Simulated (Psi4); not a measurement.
**UM06-2X/def2-SVP (density fitting, scan variable a3) run of GeH3 (SMILES [GeH3])**

We compute an energy scan of GeH3. 

Program for the calculation: Psi4 1.11.

## Step 1: The system as given

GeH3 has 4 atoms, charge 0, and is taken as a doublet. SMILES: `[GeH3]`. Geometry: relaxed at PBE0-D4/def2-TZVP.

Bond lengths: Ge1–H2 1.539 Å, Ge1–H3 1.539 Å, Ge1–H4 1.539 Å. Angles: H2–Ge1–H3 111.1°, H2–Ge1–H4 111.1°, H3–Ge1–H4 111.1°.

## Step 2: The energy along one coordinate at UM06-2X/def2-SVP (density fitting, scan variable a3)

calc.in

```
memory 1600 MB

molecule molecule1 {
  0 2
  Ge
  H 1 R2
  H 1 R3 2 A3
  H 1 R4 2 A4 3 D4

  R2 = 1.539089
  R3 = 1.539135
  A3 = 111.11836
  R4 = 1.539106
  A4 = 111.11762
  D4 = 124.27885
  units angstrom
  symmetry c1
}

set {
  reference uks
}

values = [96.1, 103.6, 111.1, 118.6, 126.1]
energies = []
for x in values:
    molecule1.A3 = x
    energies.append(energy('m06-2x/def2-SVP'))
    clean()

print_out('        A3   E / Eh          dE / kcal/mol\n')
for x, en in zip(values, energies):
    print_out(f'  {x:8.3f}   {en:14.8f}  {(en - min(energies)) * 627.509474:10.3f}\n')
```

Command:

```sh
$ psi4 calc.in calc.out -n 1
```

calc.out:

```text
Psi4 1.11 release

Molecule: Setting geometry variable A3 to 96.100000

   => Loading Basis Set <=

    Name: DEF2-SVP
    Role: ORBITAL
    Keyword: BASIS

         ---------------------------------------------------------
                                   SCF
                              UKS Reference
                        1 Threads,   1525 MiB Core
         ---------------------------------------------------------

  ==> Geometry <==

    Molecular point group: c1
    Full point group: C1

    Geometry (in Angstrom), charge = 0, multiplicity = 2:

       Center              X                  Y                   Z               Mass
    ------------   -----------------  -----------------  -----------------  -----------------
         GE          -0.015539059309    -0.009453899983    -0.010753755041    73.921177761000
         H           -0.015539059309    -0.009453899983     1.528335244959     1.007825032230
         H           -0.015539059309     1.520966431661    -0.174308506477     1.007825032230
         H            1.170825126963    -0.818095124099    -0.565268558655     1.007825032230

  Running in c1 symmetry.

  Rotational constants: A =      4.93521  B =      3.74696  C =      2.65857 [cm^-1]
  Rotational constants: A = 147953.93507  B = 112331.04409  C =  79701.88588 [MHz]
  Nuclear repulsion =   33.645904694804187

  Charge       = 0
  Multiplicity = 2
  Electrons    = 35
  Nalpha       = 18
  Nbeta        = 17

  ==> Algorithm <==

  SCF Algorithm Type is DF.
  DIIS enabled.
  MOM disabled.
  Fractional occupation disabled.
  Guess Type is SAD.
  Energy threshold   = 1.00e-06
  Density threshold  = 1.00e-06
  Integral threshold = 1.00e-12

  ==> Primary Basis <==

  Basis Set: DEF2-SVP
    Blend: DEF2-SVP
    Number of shells: 21
    Number of basis functions: 47
    Number of Cartesian functions: 50
    Spherical Harmonics?: true
    Max angular momentum: 2

  ==> DFT Potential <==

   => LibXC <=

    Version 7.1.2

   => Composite Functional: M06-2X <=

    Deriv               =              1
    GGA                 =           TRUE
    Meta                =           TRUE

    Exchange Hybrid     =           TRUE
    MP2 Hybrid          =          FALSE

   => Exchange Functionals <=

    1.0000   XC_HYB_MGGA_X_M06_2X

   => Exact (HF) Exchange <=

    0.5400               HF

   => Correlation Functionals <=

    1.0000   XC_MGGA_C_M06_2X

   => LibXC Density Thresholds  <==

    XC_MGGA_C_M06_2X:  1.00E-12
    XC_HYB_MGGA_X_M06_2X:  1.00E-15

   => Molecular Quadrature <=

    Radial Scheme          =       TREUTLER
    Pruning Scheme         =           NONE
    Nuclear Scheme         =       TREUTLER

    Blocking Scheme        =         OCTREE
    BS radius alpha        =              1
    Pruning alpha          =              1
    Radial Points          =             75
    Spherical Points       =            302
    Total Points           =          87215
    Total Blocks           =            701
    Max Points             =            255
    Max Functions          =             47
    Weights Tolerance      =       1.00E-15

   => Loading Basis Set <=

    Name: (DEF2-SVP AUX)
    Role: JKFIT
    Keyword: DF_BASIS_SCF

  ==> Integral Setup <==

  DFHelper Memory: AOs need 0.007 GiB; user supplied 0.857 GiB.
  SCF_SUBTYPE=INCORE selected. In-core MEM_DF algorithm will be used.
  Using in-core AOs.

  ==> MemDFJK: Density-Fitted J/K Matrices <==

    J tasked:                   Yes
    K tasked:                   Yes
    wK tasked:                   No
    Memory [MiB]:               877
    Algorithm:                 Core
    Schwarz Cutoff:           1E-12
    Mask sparsity (%):       0.0000
    Fitting Condition:        1E-10

   => Auxiliary Basis Set <=

  Basis Set: (DEF2-SVP AUX)
    Blend: DEF2-UNIVERSAL-JKFIT
    Number of shells: 78
    Number of basis functions: 320
    Number of Cartesian functions: 431
    Spherical Harmonics?: true
    Max angular momentum: 5

  Cached 100.0% of DFT collocation blocks in 0.260 [GiB].

  Minimum eigenvalue in the overlap matrix is 1.9695118637E-02.
  Reciprocal condition number of the overlap matrix is 5.1738133727E-03.
    Using symmetric orthogonalization.

  ==> Pre-Iterations <==

  SCF Guess: Superposition of Atomic Densities via on-the-fly atomic UHF (no occupation information).

   -------------------------
    Irrep   Nso     Nmo
   -------------------------
     A         47      47
   -------------------------
    Total      47      47
   -------------------------

  ==> Iterations <==

                           Total Energy        Delta E     RMS |[F,P]|

   @DF-UKS iter SAD: -2074.77410844230008   -2.07477e+03   0.00000e+00
   @DF-UKS iter   1: -2077.24280404998808   -2.46870e+00   4.78308e-02 ADIIS/DIIS
   @DF-UKS iter   2: -2076.96744330500360    2.75361e-01   6.46034e-02 ADIIS/DIIS
   @DF-UKS iter   3: -2078.47616305366410   -1.50872e+00   9.41257e-04 ADIIS/DIIS
   @DF-UKS iter   4: -2078.47741919689406   -1.25614e-03   2.85510e-04 ADIIS/DIIS
   @DF-UKS iter   5: -2078.47754000699297   -1.20810e-04   4.73116e-05 DIIS
   @DF-UKS iter   6: -2078.47754501602822   -5.00904e-06   1.00104e-05 DIIS
   @DF-UKS iter   7: -2078.47754544023746   -4.24209e-07   3.26830e-06 DIIS
   @DF-UKS iter   8: -2078.47754549880210   -5.85646e-08   1.10260e-06 DIIS
   @DF-UKS iter   9: -2078.47754550644277   -7.64066e-09   3.01932e-07 DIIS
  Energy and wave function converged.

  ==> Post-Iterations <==

   Electrons on quadrature grid:
      Nalpha   =   17.9999999005 ; deviation = -9.946e-08
      Nbeta    =   16.9999995596 ; deviation = -4.404e-07
      Ntotal   =   34.9999994601 ; deviation = -5.399e-07

[... 1 line left out ...]
   @S^2 Expected:                7.500000000E-01
[... 2 lines left out ...]
   @S   Observed:                5.000000000E-01
[... 49 lines left out ...]
    Nuclear Repulsion Energy =             33.6459046948041873
[... 2 lines left out ...]
    DFT Exchange-Correlation Energy =     -37.7899056926103540
[... 2 lines left out ...]
    Total Energy =                      -2078.4775455064423113
[... 25 lines left out ...]
 Dipole Z            :         -0.9688952            0.8402441           -0.1286511
[... 70 lines left out ...]
   @DF-UKS iter SAD: -2074.77247133316769   -2.07477e+03   0.00000e+00
[... 2 lines left out ...]
   @DF-UKS iter   3: -2078.47967650279361   -1.50756e+00   9.31076e-04 ADIIS/DIIS
[... 2 lines left out ...]
   @DF-UKS iter   6: -2078.48100326228132   -3.96056e-06   8.59224e-06 DIIS
[... 2 lines left out ...]
   @DF-UKS iter   9: -2078.48100359379714   -6.58474e-09   2.59489e-07 DIIS
[... 10 lines left out ...]
   @S^2 Expected:                7.500000000E-01
[... 2 lines left out ...]
   @S   Observed:                5.000000000E-01
[... 12 lines left out ...]
    Nuclear Repulsion Energy =             33.6375444490933333
[... 2 lines left out ...]
    DFT Exchange-Correlation Energy =     -37.7896040994382858
[... 2 lines left out ...]
    Total Energy =                      -2078.4810035937971406
[... 25 lines left out ...]
 Dipole Z            :         -0.7084526            0.6372386           -0.0712140
[... 70 lines left out ...]
   @DF-UKS iter SAD: -2074.77163758822735   -2.07477e+03   0.00000e+00
[... 2 lines left out ...]
   @DF-UKS iter   3: -2078.48084340597052   -1.50919e+00   9.30629e-04 ADIIS/DIIS
[... 2 lines left out ...]
   @DF-UKS iter   6: -2078.48215574894857   -3.62118e-06   8.24938e-06 DIIS
[... 2 lines left out ...]
   @DF-UKS iter   9: -2078.48215605667701   -7.05222e-09   2.50310e-07 DIIS
[... 10 lines left out ...]
   @S^2 Expected:                7.500000000E-01
[... 2 lines left out ...]
   @S   Observed:                5.000000000E-01
[... 12 lines left out ...]
    Nuclear Repulsion Energy =             33.6321030935348944
[... 2 lines left out ...]
    DFT Exchange-Correlation Energy =     -37.7891922248995300
[... 2 lines left out ...]
    Total Energy =                      -2078.4821560566770131
[... 25 lines left out ...]
 Dipole Z            :         -0.4540269            0.4405707           -0.0134562
[... 70 lines left out ...]
   @DF-UKS iter SAD: -2074.77143272447165   -2.07477e+03   0.00000e+00
[... 2 lines left out ...]
   @DF-UKS iter   3: -2078.47974466557298   -1.51333e+00   9.38380e-04 ADIIS/DIIS
[... 2 lines left out ...]
   @DF-UKS iter   6: -2078.48107820564564   -3.89326e-06   8.91633e-06 DIIS
[... 2 lines left out ...]
   @DF-UKS iter   9: -2078.48107859788797   -7.97763e-09   2.66219e-07 DIIS
[... 10 lines left out ...]
   @S^2 Expected:                7.500000000E-01
[... 2 lines left out ...]
   @S   Observed:                5.000000000E-01
[... 12 lines left out ...]
    Nuclear Repulsion Energy =             33.6292760875137375
[... 2 lines left out ...]
    DFT Exchange-Correlation Energy =     -37.7886027892948277
[... 2 lines left out ...]
    Total Energy =                      -2078.4810785978879721
[... 25 lines left out ...]
 Dipole Z            :         -0.2115060            0.2536052            0.0420992
[... 12 lines left out ...]
    Geometry (in Angstrom), charge = 0, multiplicity = 2:

       Center              X                  Y                   Z               Mass
    ------------   -----------------  -----------------  -----------------  -----------------
         GE          -0.015539059309    -0.005697184653    -0.001017999704    73.921177761000
         H           -0.015539059309    -0.005697184653     1.538071000296     1.007825032230
         H           -0.015539059309     1.237908325300    -0.907870735179     1.007825032230
         H            1.170825126963    -0.814338408770    -0.555532803318     1.007825032230

  Running in c1 symmetry.

  Rotational constants: A =      5.11979  B =      3.90714  C =      2.52554 [cm^-1]
  Rotational constants: A = 153487.37640  B = 117133.16928  C =  75713.87797 [MHz]
  Nuclear repulsion =   33.628861020088166

  Charge       = 0
  Multiplicity = 2
  Electrons    = 35
  Nalpha       = 18
  Nbeta        = 17

   => Molecular Quadrature <=

    Radial Scheme          =       TREUTLER
    Pruning Scheme         =           NONE
    Nuclear Scheme         =       TREUTLER

    Blocking Scheme        =         OCTREE
    BS radius alpha        =              1
    Pruning alpha          =              1
    Radial Points          =             75
    Spherical Points       =            302
    Total Points           =          87177
    Total Blocks           =            696
    Max Points             =            256
    Max Functions          =             47
    Weights Tolerance      =       1.00E-15

  ==> Integral Setup <==

  DFHelper Memory: AOs need 0.007 GiB; user supplied 0.858 GiB.
  SCF_SUBTYPE=INCORE selected. In-core MEM_DF algorithm will be used.
  Using in-core AOs.

  ==> MemDFJK: Density-Fitted J/K Matrices <==

    J tasked:                   Yes
    K tasked:                   Yes
    wK tasked:                   No
    Memory [MiB]:               878
    Algorithm:                 Core
    Schwarz Cutoff:           1E-12
    Mask sparsity (%):       0.0000
    Fitting Condition:        1E-10

   => Auxiliary Basis Set <=

  Basis Set: (DEF2-SVP AUX)
    Blend: DEF2-UNIVERSAL-JKFIT
    Number of shells: 78
    Number of basis functions: 320
    Number of Cartesian functions: 431
    Spherical Harmonics?: true
    Max angular momentum: 5

  Cached 100.0% of DFT collocation blocks in 0.260 [GiB].

  Minimum eigenvalue in the overlap matrix is 2.2698343972E-02.
  Reciprocal condition number of the overlap matrix is 6.0387395419E-03.
    Using symmetric orthogonalization.

  ==> Iterations <==

                           Total Energy        Delta E     RMS |[F,P]|

   @DF-UKS iter SAD: -2074.77175839035453   -2.07477e+03   0.00000e+00
   @DF-UKS iter   1: -2077.23970077527110   -2.46794e+00   4.78392e-02 ADIIS/DIIS
   @DF-UKS iter   2: -2076.95599667132365    2.83704e-01   6.48416e-02 ADIIS/DIIS
   @DF-UKS iter   3: -2078.47649340548924   -1.52050e+00   9.57535e-04 ADIIS/DIIS
   @DF-UKS iter   4: -2078.47777830450877   -1.28490e-03   2.77276e-04 ADIIS/DIIS
   @DF-UKS iter   5: -2078.47788793476457   -1.09630e-04   4.36369e-05 DIIS
   @DF-UKS iter   6: -2078.47789281291125   -4.87815e-06   1.04379e-05 DIIS
   @DF-UKS iter   7: -2078.47789331662307   -5.03712e-07   4.03418e-06 DIIS
   @DF-UKS iter   8: -2078.47789340567033   -8.90473e-08   1.21447e-06 DIIS
   @DF-UKS iter   9: -2078.47789341466932   -8.99900e-09   2.98089e-07 DIIS
  Energy and wave function converged.

  ==> Post-Iterations <==

   Electrons on quadrature grid:
      Nalpha   =   17.9999982390 ; deviation = -1.761e-06
      Nbeta    =   16.9999983488 ; deviation = -1.651e-06
      Ntotal   =   34.9999965878 ; deviation = -3.412e-06

   @Spin Contamination Metric:   3.091784954E-03
   @S^2 Expected:                7.500000000E-01
   @S^2 Observed:                7.530917850E-01
   @S   Expected:                5.000000000E-01
   @S   Observed:                5.000000000E-01

    Orbital Energies [Eh]
    ---------------------

    Alpha Occupied:

       1A   -400.956163     2A    -50.506423     3A    -45.046463
       4A    -45.043928     5A    -45.043513     6A     -6.499314
       7A     -4.667194     8A     -4.661633     9A     -4.660487
      10A     -1.399990    11A     -1.398868    12A     -1.398320
      13A     -1.396158    14A     -1.394628    15A     -0.620878
      16A     -0.421279    17A     -0.390878    18A     -0.259511

    Alpha Virtual:

      19A      0.057357    20A      0.091161    21A      0.112248
      22A      0.187331    23A      0.324076    24A      0.336596
      25A      0.372910    26A      0.385958    27A      0.394608
[... 6 lines of this table left out ...]
      46A      2.700607    47A      2.771322

    Beta Occupied:

       1A   -400.953946     2A    -50.505014     3A    -45.043283
       4A    -45.042945     5A    -45.042818     6A     -6.495860
       7A     -4.660835     8A     -4.659937     9A     -4.659577
      10A     -1.397412    11A     -1.396824    12A     -1.396460
      13A     -1.395446    14A     -1.393784    15A     -0.587343
      16A     -0.413476    17A     -0.384314

    Beta Virtual:

      18A     -0.088822    19A      0.061176    20A      0.094243
      21A      0.111320    22A      0.146315    23A      0.314961
      24A      0.328594    25A      0.356696    26A      0.412350
[... 6 lines of this table left out ...]
      45A      2.558624    46A      2.699884    47A      2.771785

    Final Occupation by Irrep:
              A
    DOCC [    17 ]
    SOCC [     1 ]
    NA   [    18 ]
    NB   [    17 ]

  @DF-UKS Final Energy: -2078.47789341466932

   => Energetics <=

    Nuclear Repulsion Energy =             33.6288610200881664
    One-Electron Energy =               -2963.2773886330696769
    Two-Electron Energy =                 888.9584985972780942
    DFT Exchange-Correlation Energy =     -37.7878643989657945
    Empirical Dispersion Energy =           0.0000000000000000
    VV10 Nonlocal Energy =                  0.0000000000000000
    Total Energy =                      -2078.4778934146693246

  UHF NO Occupations:
  HONO-2 :   16  A 1.9996502
  HONO-1 :   17  A 1.9989939
  HONO-0 :   18  A 1.0000000
  LUNO+0 :   19  A 0.0010061
  LUNO+1 :   20  A 0.0003498
  LUNO+2 :   21  A 0.0001684
  LUNO+3 :   22  A 0.0000077

Computation Completed

Properties will be evaluated at   0.000000,   0.000000,   0.000000 [a0]

Properties computed using the SCF density matrix

 Multipole Moments:

 ------------------------------------------------------------------------------------
     Multipole            Electronic (a.u.)      Nuclear  (a.u.)        Total (a.u.)
 ------------------------------------------------------------------------------------

 L = 1.  Multiply by 2.5417464519 to convert [e a0] to [Debye]
 Dipole X            :         -1.2791519            1.2141436           -0.0650083
 Dipole Y            :         -0.3729838            0.4451492            0.0721654
 Dipole Z            :          0.0136760            0.0795414            0.0932173
 Magnitude           :                                                    0.1346232

 ------------------------------------------------------------------------------------

	total time  =          3 seconds =       0.05 minutes
        A3   E / Eh          dE / kcal/mol
    96.100   -2078.47754551       2.893
   103.600   -2078.48100359       0.723
   111.100   -2078.48215606       0.000
   118.600   -2078.48107860       0.676
   126.100   -2078.47789341       2.675

    Psi4 run time: 0:00:14.23

[set-up sections that repeat, and orbital energies of the middle runs, are left out above]
```

Wall time 15 s (1 thread of Intel Xeon 6975P-C (Granite Rapids), shared host); peak memory 0.57 GiB.

The scan, from its lowest point:

| H3–Ge1–H2 (°) | energy (kJ/mol) |
| --- | --- |
| 96.100 | 12.1 |
| 103.600 | 3.0 |
| 111.100 | 0.0 |
| 118.600 | 2.8 |
| 126.100 | 11.2 |
